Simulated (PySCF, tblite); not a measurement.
# C₃H₁₀F₃NO₂SSi₂: excited states

Aim: compute the excited states of C₃H₁₀F₃NO₂SSi₂ (`CN(C)[SiH2][SiH2]S(=O)(=O)C(F)(F)F`).

Programs: tblite 0.8.0 and PySCF 2.14.0, with routines of our own; each step states its level. All values are computed. Atoms count from 0.

## 1. The starting structure

22 atoms, charge 0, multiplicity 1; geometry from: force field or distance geometry start.

## 2. Geometry optimisation with GFN2-xTB

What the job is given:

```
{"job": {"kind": "relax", "xc": "GFN2-xTB", "basis": "xTB"}, "charge": 0, "multiplicity": 1}
C     -2.154200     1.333600    -0.092600
N     -2.272400    -0.050700     0.241300
C     -3.436700    -0.722500    -0.206400
Si    -0.836700    -0.964500    -0.378400
Si     0.927300    -0.045800     0.610300
S      2.766500    -0.657900    -0.168200
O      3.266000    -1.915900     0.456900
O      2.826800    -0.716900    -1.665400
C      3.950100     0.623400     0.292400
F      5.202800     0.344100    -0.152500
F      3.416500     1.802700    -0.214700
F      3.944300     0.677500     1.678200
H     -2.819600     1.557500    -0.945800
H     -2.454800     1.990200     0.741500
H     -1.098400     1.572400    -0.329400
H     -4.214700    -0.742400     0.612700
H     -3.802800    -0.165800    -1.117300
H     -3.157000    -1.747500    -0.506100
H     -0.816000    -0.851300    -1.819300
H     -0.964300    -2.393700     0.008000
H      0.874200    -0.350200     2.049600
H      0.842500     1.442900     0.503800
```

Run with:

```
> OMP_NUM_THREADS=1 python excited_run.py task.json out
```

This one command runs all jobs of the session in turn.

The log of the run:

```text
step      E/eV     max force
  0   -1181.85017    5.467
  1   -1182.48369    1.531
  2   -1182.61719    0.666
  3   -1182.74013    0.675
  4   -1182.82738    0.707
  5   -1182.90123    0.723
  6   -1182.97858    0.824
  7   -1183.06037    1.005
  8   -1183.13466    0.986
  9   -1183.19450    0.515
 10   -1183.23600    0.426
 11   -1183.26851    0.462
 12   -1183.30031    0.558
 13   -1183.32437    0.358
 14   -1183.33925    0.238
 15   -1183.34969    0.256
 16   -1183.35926    0.256
 17   -1183.36897    0.241
 18   -1183.37976    0.250
 19   -1183.39046    0.269
 20   -1183.39919    0.237
 21   -1183.40524    0.176
 22   -1183.40908    0.136
 23   -1183.41188    0.113
 24   -1183.41427    0.102
 25   -1183.41587    0.078
 26   -1183.41679    0.063
 27   -1183.41748    0.063
 28   -1183.41827    0.066
 29   -1183.41921    0.078
 30   -1183.42021    0.079
 31   -1183.42128    0.083
 32   -1183.42251    0.104
 33   -1183.42384    0.091
 34   -1183.42502    0.074
 35   -1183.42592    0.057
 36   -1183.42674    0.065
 37   -1183.42777    0.104
 38   -1183.42918    0.117
 39   -1183.43099    0.115
 40   -1183.43319    0.124
 41   -1183.43574    0.121
 42   -1183.43838    0.131
 43   -1183.44064    0.126
 44   -1183.44221    0.076
 45   -1183.44327    0.075
 46   -1183.44418    0.081
 47   -1183.44511    0.080
 48   -1183.44615    0.080
 49   -1183.44739    0.101
 50   -1183.44880    0.090
 51   -1183.45034    0.097
 52   -1183.45150    0.073
 53   -1183.45213    0.061
 54   -1183.45272    0.065
 55   -1183.45321    0.063
 56   -1183.45359    0.042
 57   -1183.45387    0.034
 58   -1183.45411    0.035
 59   -1183.45432    0.036
 60   -1183.45450    0.029
 61   -1183.45465    0.025
 62   -1183.45479    0.029
 63   -1183.45496    0.033
 64   -1183.45519    0.039
 65   -1183.45548    0.037
 66   -1183.45578    0.040
 67   -1183.45607    0.044
 68   -1183.45635    0.041
 69   -1183.45662    0.036
 70   -1183.45687    0.033
 71   -1183.45708    0.029
 72   -1183.45727    0.028
 73   -1183.45748    0.037
 74   -1183.45774    0.047
 75   -1183.45800    0.039
 76   -1183.45819    0.029
 77   -1183.45832    0.029
 78   -1183.45846    0.029
 79   -1183.45865    0.046
 80   -1183.45891    0.051
 81   -1183.45915    0.035
 82   -1183.45933    0.025
 83   -1183.45947    0.031
 84   -1183.45962    0.039
 85   -1183.45979    0.039
 86   -1183.45998    0.031
 87   -1183.46020    0.041
 88   -1183.46049    0.057
 89   -1183.46080    0.055
 90   -1183.46102    0.033
 91   -1183.46115    0.022
 92   -1183.46127    0.031
 93   -1183.46146    0.051
 94   -1183.46178    0.062
 95   -1183.46218    0.050
 96   -1183.46256    0.044
 97   -1183.46290    0.046
 98   -1183.46328    0.064
 99   -1183.46378    0.081
100   -1183.46435    0.067
101   -1183.46487    0.051
102   -1183.46535    0.062
103   -1183.46594    0.075
104   -1183.46673    0.076
105   -1183.46791    0.071
106   -1183.46869    0.052
107   -1183.46935    0.050
108   -1183.46994    0.065
109   -1183.47064    0.095
110   -1183.47152    0.100
111   -1183.47276    0.086
112   -1183.47422    0.120
113   -1183.47522    0.109
114   -1183.47643    0.065
115   -1183.47715    0.064
116   -1183.47783    0.080
117   -1183.47845    0.066
118   -1183.47933    0.073
119   -1183.48063    0.059
120   -1183.48142    0.067
121   -1183.48220    0.069
122   -1183.48271    0.045
123   -1183.48298    0.040
124   -1183.48319    0.027
125   -1183.48336    0.021
126   -1183.48351    0.033
127   -1183.48367    0.026
128   -1183.48384    0.030
129   -1183.48403    0.030
130   -1183.48427    0.037
131   -1183.48448    0.041
132   -1183.48464    0.030
133   -1183.48475    0.024
134   -1183.48484    0.022
135   -1183.48491    0.018
136   -1183.48497    0.019
137   -1183.48502    0.013
138   -1183.48507    0.016
139   -1183.48512    0.016
140   -1183.48518    0.018
141   -1183.48525    0.020
142   -1183.48534    0.020
143   -1183.48544    0.023
144   -1183.48553    0.025
145   -1183.48564    0.031
146   -1183.48578    0.029
147   -1183.48593    0.019
148   -1183.48606    0.017
149   -1183.48614    0.018
150   -1183.48621    0.018
151   -1183.48629    0.016
152   -1183.48637    0.015
153   -1183.48643    0.013
154   -1183.48646    0.011
155   -1183.48649    0.011
156   -1183.48652    0.012
157   -1183.48655    0.014
158   -1183.48658    0.012
159   -1183.48661    0.013
160   -1183.48663    0.015
161   -1183.48666    0.015
162   -1183.48669    0.014
163   -1183.48672    0.011
164   -1183.48674    0.010
165   -1183.48677    0.011
166   -1183.48679    0.009
```

Wall time 1.9 s (1 thread of Arm Neoverse V2, shared host).

The steps of the relaxation: (not every step is listed)

| step | energy from step 0 (eV) | largest force (eV/Å) |
| --- | --- | --- |
| 0 | 0.0000 | 5.4670 |
| 1 | -0.6335 | 1.5306 |
| 2 | -0.7670 | 0.6661 |
| 3 | -0.8900 | 0.6751 |
| 4 | -0.9772 | 0.7074 |
| 5 | -1.0511 | 0.7227 |
| 6 | -1.1284 | 0.8245 |
| 7 | -1.2102 | 1.0046 |
| 8 | -1.2845 | 0.9860 |
| 23 | -1.5617 | 0.1125 |
| 38 | -1.5790 | 0.1169 |
| 53 | -1.6020 | 0.0606 |
| 68 | -1.6062 | 0.0409 |
| 83 | -1.6093 | 0.0307 |
| 98 | -1.6131 | 0.0638 |
| 113 | -1.6251 | 0.1093 |
| 128 | -1.6337 | 0.0301 |
| 143 | -1.6353 | 0.0229 |
| 158 | -1.6364 | 0.0122 |
| 161 | -1.6365 | 0.0153 |
| 162 | -1.6365 | 0.0136 |
| 163 | -1.6366 | 0.0109 |
| 164 | -1.6366 | 0.0100 |
| 165 | -1.6366 | 0.0114 |
| 166 | -1.6366 | 0.0093 |

Close pairs (by a distance rule), those that changed most:

| bond | before (Å) | after (Å) | change (Å) |
| --- | --- | --- | --- |
| Si3–Si4 | 2.221 | 2.322 | +0.101 |
| Si4–S5 | 2.089 | 2.187 | +0.098 |
| S5–C8 | 1.804 | 1.901 | +0.097 |
| N1–Si3 | 1.811 | 1.725 | -0.086 |
| S5–O7 | 1.500 | 1.446 | -0.054 |
| C8–F11 | 1.387 | 1.337 | -0.050 |
| C8–F10 | 1.390 | 1.343 | -0.048 |
| S5–O6 | 1.491 | 1.445 | -0.046 |

The end geometry stands in the next job.

## 3. Infrared spectrum with GFN2-xTB

What the job is given:

```
{"job": {"kind": "ir", "xc": "GFN2-xTB", "basis": "xTB"}, "charge": 0, "multiplicity": 1}
C     -2.579429     1.266199     0.071677
N     -2.244570    -0.133091    -0.064128
C     -3.423709    -0.939847    -0.278033
Si    -0.706009    -0.721108    -0.575600
Si     0.851879     0.629900     0.491441
S      2.601546    -0.518465    -0.144239
O      2.525530    -1.831972     0.452713
O      2.621786    -0.453585    -1.588422
C      4.276066     0.200902     0.395709
F      5.339833    -0.357186    -0.153442
F      4.249114     1.503745     0.072378
F      4.381089     0.131831     1.726963
H     -3.053220     1.654361    -0.835445
H     -3.280340     1.394286     0.900045
H     -1.685661     1.852014     0.277487
H     -4.140018    -0.769877     0.528135
H     -3.910009    -0.694203    -1.227056
H     -3.154108    -1.990954    -0.292135
H     -0.436339    -0.715637    -2.033109
H     -0.663451    -2.107507    -0.088563
H      1.128407     0.665681     1.933471
H      1.291204     1.953899     0.028519
```

The log of the run:

```text
mode    cm-1     km/mol
  1       6.3      0.21
  2      15.1      0.38
  3      30.0      1.01
  4      30.6      0.53
  5      52.2      0.03
  6      70.4      6.03
  7     107.6      2.19
  8     115.4      1.77
  9     125.4      1.51
 10     149.8      1.63
 11     169.9      3.50
 12     190.2      0.14
 13     269.1      2.06
 14     271.5      3.39
 15     280.6     11.27
 16     301.5      5.02
 17     314.9     27.18
 18     341.2    137.56
 19     393.5      2.05
 20     448.5     20.87
 21     458.8     26.80
 22     464.3      3.27
 23     468.4      4.90
 24     473.0     92.71
 25     562.7     36.50
 26     581.7    233.30
 27     596.6     10.63
 28     652.9    361.41
 29     668.1     64.92
 30     693.9    135.49
 31     741.8    114.58
 32     782.3    265.46
 33     804.9     61.79
 34    1030.5    102.58
 35    1052.5      1.77
 36    1059.9    205.08
 37    1081.6    185.62
 38    1081.9      3.04
 39    1111.4     43.92
 40    1123.6      3.09
 41    1154.8    292.67
 42    1196.2     48.82
 43    1225.6    453.55
 44    1297.7     59.04
 45    1416.7      1.32
 46    1428.2      0.25
 47    1475.9      0.87
 48    1485.7      5.80
 49    1493.7      8.77
 50    1504.4      5.42
 51    2083.1    160.91
 52    2188.3     32.43
 53    2205.7    417.67
 54    2235.1     81.71
 55    2927.6     47.75
 56    2930.1     36.51
 57    2969.0     26.03
 58    2976.3     55.80
 59    3018.9     46.06
 60    3054.0     18.93
```

It took 1.4 s on 1 thread of Arm Neoverse V2, shared host.

The strongest bands and the atoms that carry them (share of the mass-weighted mode):

| cm⁻¹ | km/mol | atoms |
| --- | --- | --- |
| 582 | 233.3 | S5 41 % |
| 653 | 361.4 | H21 19 %, H18 13 %, H19 13 %, F9 10 % |
| 782 | 265.5 | H20 28 %, H21 28 %, H19 21 %, H18 14 % |
| 1060 | 205.1 | C8 64 %, F10 28 % |
| 1082 | 185.6 | C8 64 %, F11 24 % |
| 1155 | 292.7 | C8 61 %, F9 25 % |
| 1226 | 453.6 | S5 42 %, O6 30 %, O7 27 % |
| 2206 | 417.7 | H19 35 %, H21 33 %, H20 28 % |

## 4. Excited states: TDA B3LYP/def2-SVP

Settings changed since step 3:

```diff
@@ -1,2 +1,2 @@
-{"job": {"kind": "ir", "xc": "GFN2-xTB", "basis": "xTB"}, "charge": 0, "multiplicity": 1}
+{"job": {"kind": "states", "xc": "B3LYP", "basis": "def2-SVP", "tda": true, "soc": true, "nstates": 8, "ntriplets": 6, "nquad": 4}, "charge": 0, "multiplicity": 1}
 C     -2.579429     1.266199     0.071677
```

With the program's defaults for keys left out, this is: TDA B3LYP/def2-SVP excited states, vertical, gas phase, spin-orbit mean-field couplings.

The log of the run:

```text
coarse grid: 20824 points
cycle   1  E = -1600.7037678886  dE =  2.302e+00  |g| = 1.609e+00  |ddm| = 4.999e+00
cycle   2  E = -1598.1342144248  dE =  2.570e+00  |g| = 3.889e+00  |ddm| = 4.852e+00
cycle   3  E = -1601.1786136769  dE = -3.044e+00  |g| = 3.692e-01  |ddm| = 3.914e+00
cycle   4  E = -1601.1941283533  dE = -1.551e-02  |g| = 2.683e-01  |ddm| = 6.258e-01
cycle   5  E = -1601.2070639096  dE = -1.294e-02  |g| = 5.219e-02  |ddm| = 2.406e-01
cycle   6  E = -1601.2075409047  dE = -4.770e-04  |g| = 2.597e-02  |ddm| = 7.208e-02
cycle   7  E = -1601.2076660844  dE = -1.252e-04  |g| = 7.091e-03  |ddm| = 2.875e-02
cycle   8  E = -1601.2076755031  dE = -9.419e-06  |g| = 2.018e-03  |ddm| = 8.075e-03
final grid: 191168 points
cycle   9  E = -1601.4119141729  dE = -3.933e-05  |g| = 6.943e-03  |ddm| = 2.486e-02
cycle  10  E = -1601.4119005379  dE =  1.363e-05  |g| = 1.090e-02  |ddm| = 1.498e-02
cycle  11  E = -1601.4119235196  dE = -2.298e-05  |g| = 2.008e-03  |ddm| = 1.022e-02
cycle  12  E = -1601.4119243492  dE = -8.296e-07  |g| = 2.827e-04  |ddm| = 2.023e-03
cycle  13  E = -1601.4119243580  dE = -8.732e-09  |g| = 1.915e-04  |ddm| = 4.233e-04
cycle  14  E = -1601.4119243650  dE = -7.075e-09  |g| = 4.385e-05  |ddm| = 2.029e-04
cycle  15  E = -1601.4119243654  dE = -3.488e-10  |g| = 1.487e-05  |ddm| = 5.521e-05
converged SCF energy = -1601.4119243654

Singlet excitations
state   eV       nm        f     d(h-e)  d(exc)  Lambda  PR(NTO)  |dmu|/D   mu/D   main configurations
  1   3.8772   319.8   0.00088   2.771   3.952   0.313   1.002    9.896   14.937   H->L 0.99
  2   4.9399   251.0   0.11398   1.976   3.571   0.518   1.024    6.117    1.648   H-1->L 0.96
  3   5.1494   240.8   0.01053   2.914   4.137   0.320   1.006   10.402   15.676   H->L+1 0.98
  4   5.4783   226.3   0.00227   1.975   3.544   0.295   1.109    5.745    0.311   H-2->L 0.94
  5   5.5269   224.3   0.05350   2.662   4.026   0.362   1.103                     H->L+2 0.94
  6   5.9691   207.7   0.01300   1.574   3.461   0.494   1.350                     H-1->L+1 0.83
  7   6.0399   205.3   0.00263   2.025   3.492   0.374   1.114                     H-3->L 0.75, H-4->L 0.17
  8   6.2334   198.9   0.00545   2.035   3.573   0.454   1.599                     H-1->L+2 0.69, H-4->L 0.12, H-3->L 0.09

Triplet excitations (Tamm-Dancoff)
state   eV     d(h-e)  d(exc)  Lambda  PR(NTO)   main configurations
  1   3.7581   2.558   3.885   0.315   1.005   H->L 0.98
  2   4.3226   1.377   3.312   0.515   1.020   H-1->L 0.93
  3   4.9716   2.480   3.809   0.326   1.009   H->L+1 0.90
  4   5.2196   2.708   4.082   0.363   1.022   H->L+2 0.90
  5   5.2649   1.854   3.366   0.291   1.012   H-2->L 0.95
  6   5.5344   1.249   3.305   0.495   1.362   H-1->L+1 0.68, H-4->L 0.11, H-1->L+2 0.09
S1 - T1 = 0.1192 eV

Spin-orbit couplings |<S|Hso|T>| (cm-1)
             T1       T2       T3       T4       T5       T6
S0        2.381   37.522    1.480   10.410   12.204   19.575
S1        1.502    4.803   28.099   28.098    1.704    8.073
S2        1.688    6.193    2.616    3.573   31.250   23.225
S3       32.522    4.417    5.707   17.983    1.446    3.962
S4        4.580   28.607    3.620    2.184    6.301   13.069
S5       25.433    5.694   16.795    5.329    1.928    4.501
S6        5.552   40.396    3.122    1.273   14.565    6.697
S7        3.042    9.289    0.730    0.810   32.844    4.639
S8        5.515   33.927    3.622    2.964   17.605   18.024
T1 sublevels (cm-1): 0.000 0.008 0.016   radiative rates (1/s): 3.29 20 593
```

It took 95 s on 1 thread of Arm Neoverse V2, shared host; peak memory 0.91 GiB.

From this job:

| quantity | value |
| --- | --- |
| S1 less T1 | 0.12 eV |

## 5. Outcome

| quantity | value |
| --- | --- |
| strongest single infrared mode (GFN2-xTB) | 1226 cm⁻¹, 454 km/mol |
| zero-point energy (GFN2-xTB) | 85.0 kcal/mol |
| S1 less T1 (step 4, TDA B3LYP/def2-SVP) | 0.12 eV |

No mode is imaginary among the 60: a minimum at this level. The strongest single mode, at 1226 cm⁻¹, has its largest shares on S5, O6 and O7 (the list is cut at 3 atoms). Unscaled tight-binding wavenumbers are off by several per cent, some by more. Its intensities can rank the bands wrongly. In step 4 hole and electron of S1 lie 2.8 Å apart, a charge-transfer state, which a functional without long-range exact exchange places too low; S1, its gap to T1 and the count of triplets below it are unsure. In step 4, the number of triplets below S1 is 1, and the largest singlet-triplet spin-orbit coupling is S6–T2, 40.40 cm⁻¹.
